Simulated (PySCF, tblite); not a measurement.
**C3H11N2OSi radical: geometry, infrared bands and EPR parameters**

Aim: predict the infrared bands and EPR parameters of C3H11N2OSi radical (`[CH2][C@@H](C)O[SiH](N)N`).

Programs: tblite 0.8.0 and PySCF 2.14.0, with density-fitted response routines of our own. Each step states its level of theory. These are calculated values for one molecule in the gas phase, unless marked as measured. Atoms are numbered from 0 throughout.

## 1. The molecule as given

18 atoms, charge 0, multiplicity 2; geometry from: force field or distance geometry start.

Bonds of the start (Å): C0–C1 1.52, C1–C2 1.55, C1–O3 1.38, O3–Si4 1.70, Si4–N5 1.79, Si4–N6 1.78, C0–H7 1.09, C0–H8 1.09, C1–H9 1.09, C2–H10 1.10, C2–H11 1.11, C2–H12 1.11, Si4–H13 1.48, N5–H14 1.06, N5–H15 1.02, N6–H16 1.04, N6–H17 1.04.

## 2. Relaxing the molecule with GFN2-xTB

What the job is given:

```
{"job": {"kind": "relax", "xc": "GFN2-xTB", "basis": "xTB"}, "charge": 0, "multiplicity": 2}
C      1.753200     1.317800     0.706500
C      1.172700     0.191400    -0.133200
C      2.370800    -0.776300    -0.302000
O      0.211900    -0.424200     0.649900
Si    -1.319600    -0.557200    -0.079600
N     -1.723500     0.922200    -0.999400
N     -2.496000    -0.883500     1.217500
H      2.045900     2.205500     0.143300
H      1.193600     1.482300     1.631900
H      0.806500     0.506600    -1.108400
H      2.192900    -1.461800    -1.142100
H      2.423300    -1.336900     0.657000
H      3.254400    -0.110700    -0.439100
H     -1.331400    -1.716900    -1.004700
H     -2.375800     1.549600    -0.454700
H     -2.082100     0.722500    -1.938500
H     -2.900700    -0.022300     1.637300
H     -3.204800    -1.601900     0.946500
```

The run is started by

```console
OMP_NUM_THREADS=1 python probes_run.py task.json out
```

The driver reads the jobs from task.json and runs them one after another.

**Question.** This job is followed by: GFN2-xTB harmonic vibrations, gas phase; UKS B3LYP, pcH-1 on C H N O Si, non-relativistic, mean-field spin-orbit, GIAO. Predict these results of the whole session: strongest single infrared mode (GFN2-xTB); zero-point energy (GFN2-xTB); g(iso) (B3LYP); ⟨S²⟩; largest a(iso) (averaged by class); surface potential, 1st and 99th percentile.

As calculated:

| quantity | value |
| --- | --- |
| strongest single infrared mode (GFN2-xTB) | 2238 cm⁻¹, 287 km/mol |
| zero-point energy (GFN2-xTB) | 88.2 kcal/mol |
| g(iso) (B3LYP) | 2.00257 |
| ⟨S²⟩ | 0.754 (exact 0.75) |
| largest a(iso) (averaged by class) | 1H on H9, 114.3 MHz |
| surface potential, 1st and 99th percentile | -1.40 V and 1.56 V |

In words: Relaxing lowered the energy by 0.903 eV in 120 steps; the close pair that moved most is O3–Si4, from 1.702 to 1.621 Å. No mode is imaginary among the 48: a minimum at this level. The strongest single mode, at 2238 cm⁻¹, moves mainly H13. GFN2-xTB is a fitted tight-binding method: band positions and strengths are rough. Its intensities can rank the bands wrongly. Most of the unpaired spin sits on C0 (1.08 e). The isotropic g lies 0.2 ppt above the free-electron value.
